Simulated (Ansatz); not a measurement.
# H3NTi: the cost of one run

Method: def2-TZVPP, core rule «outside noble gas», up to 10 orbitals frozen; program: Ansatz 0.2.0, Gaussian basis.

The runs, in order: UHF; CCSD(T) on ROHF; CCSD(T) on UHF; CCSDT(Q) on ROHF; CCSDT(Q) on UHF.

5 further runs of the same task are left out: 1 for a known fault of the program, 1 that didn't finish, 3 set aside as unsound or not needed.

### 1 The geometry

The geometry is a PBE0/def2-TZVP stationary point (not a proven minimum).

5 atoms, charge 1, spin multiplicity 4.

Atoms are counted from 1 here; the program's logs count them from 0.

Bond lengths: Ti1–N2 2.183 Å, N2–H3 1.020 Å, N2–H4 1.020 Å, N2–H5 1.020 Å. Angles: Ti1–N2–H3 112.8°, Ti1–N2–H4 112.8°, Ti1–N2–H5 112.8°, H3–N2–H4 106.0°, H3–N2–H5 106.0°, H4–N2–H5 106.0°.

### 2 UHF

in.yaml

```yaml
crystal:
  periodic: [false, false, false]
  atoms:
    - {symbol: Ti, position_ang: [-0.591140, 0.004192, 0.003728]}
    - {symbol: N, position_ang: [1.591360, -0.011285, -0.010035]}
    - {symbol: H, position_ang: [1.979722, -0.954494, -0.007646]}
    - {symbol: H, position_ang: [1.994844, 0.460308, 0.799455]}
    - {symbol: H, position_ang: [1.984513, 0.451928, -0.829388]}
basis:
  gaussian: {orbitals: def2-TZVPP}
total_charge: 1
magnetization: {spin_polarized: true, initial_magnetization: 3}
hamiltonian: {xc: hf}
output: {orbitals: {seedname: orbitals}}
```

Command:

```console
> ansatz run in.yaml --threads 1 --pin off --events-out ev --progress --plain --max-ram 4096MiB --backend cpu
```

**Question.** How long does this run take on 1 thread of AMD EPYC 7R13, shared host, and how much memory does it need?

About 33 s, with a peak of 0.34 GiB.
